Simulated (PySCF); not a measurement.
# calcium monochloride (CaCl) radical: EPR parameters at several levels of theory

The runs use PySCF 2.14.0, with density-fitted response routines of our own; the level of theory stands in each step. All values are computed, except where a source is named. Atoms are numbered from 0 throughout.

### Step 1. The starting structure

2 atoms, charge 0, multiplicity 2; geometry from: GFN2-xTB.

Bonds of the start (Å): Cl0–Ca1 2.37.

### Step 2. Geometry optimisation at PBE0-D3(BJ)/def2-SVP

Job settings and geometry (Å):

```
{"job": {"xc": "PBE0", "basis": "def2-SVP", "d3": "d3bj", "grid": 1, "kind": "geom"}, "charge": 0, "multiplicity": 2}
Cl     1.186920    -0.005650    -0.005850
Ca    -1.181410     0.008180    -0.022450
```

Run with:

```
OMP_NUM_THREADS=1 python probes_run.py task.json out
```

The driver reads the jobs from task.json and runs them one after another.

Q: Estimate the wall time and peak memory of this first job on 1 thread of Intel Xeon Platinum 8175M at 2.50GHz, shared host.

About 4.2 s, with a peak of 0.24 GiB.
